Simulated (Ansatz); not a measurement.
Write a Python script for Ansatz 0.2.0 through its Python package that makes band-curvature effective masses by finite differences of Al₂O₃, space group P-6m2. Level of theory (first run): PBEsol, PAW, the default cutoff (420 eV here), 12×12×4 k-points, fixed occupations.

```xyz
5
Lattice="2.8843 0.0000 0.0000 -1.4422 2.4979 0.0000 0.0000 0.0000 9.3368" Properties=species:S:1:pos:R:3 pbc="T T T"
Al    0.0000    0.0000    1.4004
Al    0.0000    0.0000    7.9363
O     0.0000    1.6653    2.0757
O     1.4422    0.8326    0.0000
O     0.0000    1.6653    7.2610
```

The script, `mass_al2o3.py`:
```python
"""Band curvature masses of Al2O3."""

import ansatz
import numpy as np
from pymatgen.core import Lattice, Structure
from pymatgen.io.ase import AseAtomsAdaptor

pmg_structure = Structure(
    Lattice([[2.884325, 0.0, 0.0], [-1.442162, 2.497899, 0.0], [0.0, 0.0, 9.336754]]),
    ["Al", "Al", "O", "O", "O"],
    [
        [0.0, 0.0, 0.149992],
        [0.0, 0.0, 0.850008],
        [1 / 3, 2 / 3, 0.222317],
        [2 / 3, 1 / 3, 0.0],
        [1 / 3, 2 / 3, 0.777683],
    ],
)
crystal = ansatz.Crystal.from_ase(AseAtomsAdaptor.get_atoms(pmg_structure))

setup = (
    crystal.calculation()
    .functional("pbesol")
    .kpoints(12, 12, 4)
    .occupations("fixed")
)
# find the band extrema among the mesh points first
result = setup.band_table().run(threads=1, pin="off")
data = result.report
levels = np.array(data["eigenvalues_ev"])
filled = round(data["n_electrons"] / 2)
edges = {"top filled band": (filled - 1, levels[:, filled - 1].argmax()), "lowest empty band": (filled, levels[:, filled].argmin())}
gap = levels[:, filled].min() - levels[:, filled - 1].max()
print(f"gap on the mesh {gap:.3f} eV")
if gap <= 0.05:
    print("no gap: band-edge masses have no meaning here")
    edges = {}
reciprocal = 2 * np.pi * np.linalg.inv(result.lattice.cell_ang).T
step = 0.01  # 1/A

# m/m_e = (hbar^2/m_e) / (d2E/dk2), with hbar^2/m_e = 7.61996 eV A^2
pairs = [(0, 1), (0, 2), (1, 2)]
moves = [sign * axis for axis in np.eye(3) for sign in (-1, 1)]
moves += [s1 * np.eye(3)[i] + s2 * np.eye(3)[j] for i, j in pairs for s1 in (1, -1) for s2 in (1, -1)]
for name, (band, index) in edges.items():
    together = int(np.sum(np.abs(levels[index] - levels[index, band]) < 2e-3))
    print(name, "at k =", np.round(data["kpoints_frac"][index], 4), f"E = {levels[index, band]:.4f} eV, degeneracy {together}")
    centre = np.array(data["kpoints_frac"][index]) @ reciprocal
    points = [centre] + [centre + step * move for move in moves]
    table = setup.band_structure(points, intervals=1, cartesian=True).run(threads=1, pin="off").band_structure().channels[0].eigenvalues_ev
    if together > 1:
        level = np.flatnonzero(np.abs(levels[index] - levels[index, band]) < 2e-3)
        along = (table[1, level] + table[2, level] - 2 * table[0, level]) / step ** 2
        print("  degenerate level, no single mass tensor; masses of its branches along x:", np.round(7.61996 / along, 3), "m_e")
        continue
    e = table[:, band]
    hessian = np.diag((e[1:7:2] + e[2:7:2] - 2 * e[0]) / step ** 2)
    for (i, j), (pp, pm, mp, mm) in zip(pairs, e[7:].reshape(3, 4)):
        hessian[i, j] = hessian[j, i] = (pp - pm - mp + mm) / (4 * step ** 2)
    curvatures, axes = np.linalg.eigh(hessian)
    slope = (e[2:7:2] - e[1:7:2]) / (2 * step)
    print("  slope (eV A):", np.round(slope, 3) + 0.0, "" if np.abs(slope).max() < 0.05 else "- no extremum here, so these are local curvatures and no band-edge masses")
    for curvature, axis in zip(curvatures, axes.T):
        print(f"  principal mass {7.61996 / curvature:8.3f} m_e along", np.round(axis, 2) + 0.0)
```

Running `python mass_al2o3.py` prints:
```text
DeckWarning: basis.ecutwfc = 420 eV, auto-derived from the records' recommended cutoffs: set by Al (normal level)
gap on the mesh 4.757 eV
top filled band at k = [0.     0.1667 0.    ] E = 1.8187 eV, degeneracy 1
  slope (eV A): [0.    0.082 0.   ] - no extremum here, so these are local curvatures and no band-edge masses
  principal mass   -1.748 m_e along [ 0. -1.  0.]
  principal mass   -7.316 m_e along [0. 0. 1.]
  principal mass    7.829 m_e along [1. 0. 0.]
lowest empty band at k = [0. 0. 0.] E = 6.5755 eV, degeneracy 1
  slope (eV A): [0. 0. 0.]
  principal mass    1.480 m_e along [0. 0. 1.]
  principal mass    0.364 m_e along [-0.98  0.21  0.  ]
  principal mass    0.364 m_e along [-0.21 -0.98  0.  ]
```
(Warnings from the package without file and line.)

Caveats:
- Semilocal gaps usually lie well under measured ones.
- This cell is a computed structure, which may not be the phase found in nature.
- Gaps and levels are Kohn-Sham values on a finite set of k-points.
- The masses are finite-difference curvatures at extrema found on a coarse mesh, which needn't be the true band edges; a step that is long against the gap makes them too heavy. At a valence maximum the curvature is negative (the hole mass is its size); mixed signs mark a saddle. Spin-orbit coupling is left out, and light masses scale with the Kohn-Sham gap.
- Timing: 22 s on 1 thread of Arm Neoverse V2 (shared host), peak memory 0.47 GiB.
